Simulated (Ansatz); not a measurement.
**Ga3Se in Ansatz: the effect of functional**

Ga3Se:

```
Se Ga
1.0
     4.34198    0.00000    0.00000
     0.00000    4.34198    0.00000
     0.00000    0.00000    4.34198
Se Ga
1 3
Direct
  0.00000 0.00000 0.00000
  0.50000 0.50000 0.00000
  0.50000 0.00000 0.50000
  0.00000 0.50000 0.50000
```

The cell comes from a database or a generator and needn't be the stable form of this composition.

The cell isn't the ideal one: volume scaled by 0.94.

Alike in all runs:

- Program: Ansatz 0.2.0
- Task: single point
- Potentials or basis: Ansatz PAW
- k mesh: 6 × 6 × 6
- Occupations: fermi-dirac, width 0.05 eV
- Spin: no spin polarisation

| functional | cutoff | pressure (GPa) |
| --- | --- | --- |
| LDA | 420 eV (not typed: the program's choice for these potentials) | ? |
| r2SCAN | 500 eV (not typed: the program's choice for these potentials) | 0.8 |
| PBE | 420 eV (not typed: the program's choice for these potentials) | 2.1 |

**Question.** What does the run with functional LDA give?

**Answer.** Pressure -2.8 GPa.

Caveats: the PAW data sets come from PBE, with cores solved anew for the run's functional, which leaves a small shift of forces and pressure (some runs).
